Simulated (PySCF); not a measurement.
# LuH3: edits of the settings

A base run and a few variants of its settings.

The runs use PySCF 2.14.0; each script names its method and basis.

3 further runs of the same task are left out: 1 for a known fault of the program, 2 that didn't finish.

**1. Starting geometry**

LuH3: 4 atoms, charge 0, spin multiplicity 1.

Bond lengths: Lu1–H2 1.936 Å, Lu1–H3 1.936 Å, Lu1–H4 1.936 Å. Angles: H2–Lu1–H3 117.9°, H2–Lu1–H4 117.9°, H3–Lu1–H4 117.9°.

As a file:

```xyz
4
charge 0, multiplicity 1
Lu    0.00000    0.00000   -0.00480
H     1.91550    0.00000    0.27730
H    -0.95780    1.65890    0.27730
H    -0.95770   -1.65890    0.27730
```

**2. The base run**

input.py reads:

```python
from pyscf import gto, scf, mp

mol = gto.M(
    atom='Lu 0 0 -0.0048; H 1.9155 0 0.2773; H -0.9578 1.6589 0.2773; H -0.9577 -1.6589 0.2773',
    basis='jorge-dzp',
    charge=0,
    spin=0,
    symmetry=True,
    verbose=4,
)
mf = scf.RHF(mol)
mf.kernel()
mp.MP2(mf, frozen=23).kernel()
mf.dip_moment()
print('orbital energies (hartree):', mf.mo_energy[..., max(0, mol.nelec[1]-3):mol.nelec[0]+3].round(4))
```

Run with:

```console
$ OMP_NUM_THREADS=1 python input.py
```

Its log is not repeated here.

Base result: E(SCF) = -13818.341833 Eh, 10 cycles, E(MP2) − E(SCF) = -0.72940 Eh, μ = 2.81 D (of the SCF density).

No relativity is included for the heavy element.

**3. Cc-pvdz-dk (X2C on)**

Run 1 changes basis set: jorge-dzp → cc-pvdz-dk; spin-free X2C: off → on.

input.py reads:

```python
from pyscf import gto, scf, mp

mol = gto.M(
    atom='Lu 0 0 -0.0048; H 1.9155 0 0.2773; H -0.9578 1.6589 0.2773; H -0.9577 -1.6589 0.2773',
    basis='cc-pvdz-dk',
    charge=0,
    spin=0,
    symmetry=True,
    verbose=4,
)
mf = scf.RHF(mol)
mf = mf.sfx2c1e()
mf.kernel()
mp.MP2(mf, frozen=23).kernel()
mf.dip_moment()
print('orbital energies (hartree):', mf.mo_energy[..., max(0, mol.nelec[1]-3):mol.nelec[0]+3].round(4))
```

Run with:

```console
$ OMP_NUM_THREADS=1 python input.py
```

**4. Damping 0.8**

Run 2 changes damping: none → 0.8.

Edit input.py of step 2 so:

```diff
@@ -11,2 +11,4 @@
 mf = scf.RHF(mol)
+mf.damp = 0.8
+mf.diis_start_cycle = 8
 mf.kernel()
```

What does the calculation give? Wanted: for each run, E(SCF); from base; gap; SCF dipole; after the SCF.

The runs gave:

```
                run  E(SCF) (hartree)  from base (eV)  cycles  gap (eV)  SCF dipole (D)                            after the SCF
               base     -13818.341833               0      10     10.85            2.81  MP2 correlation -19.848 eV, core frozen
cc-pvdz-dk (X2C on)     -14561.067194  not comparable      10     10.46            2.43  MP2 correlation -29.962 eV, core frozen
        damping 0.8     -13818.341833          0.0000      15     10.85            2.81  MP2 correlation -19.848 eV, core frozen
```

Distance from each run's final energy (log10 hartree) by cycle:

| run | cycle 1 | cycle 2 | cycle 3 | cycle 5 | cycle 8 | cycle 12 |
| --- | --- | --- | --- | --- | --- | --- |
| base | 0.0 | -0.1 | -2.4 | -4.2 | -8.1 | done |
| cc-pvdz-dk (X2C on) | -1.5 | -2.3 | -2.8 | -4.3 | -7.9 | done |
| damping 0.8 | 0.0 | -0.3 | -0.6 | -1.3 | -2.2 | -6.7 |

In words: The SCF energy stays the same, to the digits that matter, with damping 0.8. The base needs 10 cycles and the run with damping 0.8 needs 15. The dearest run is “cc-pvdz-dk (X2C on)”, at 19 s against 4 s.
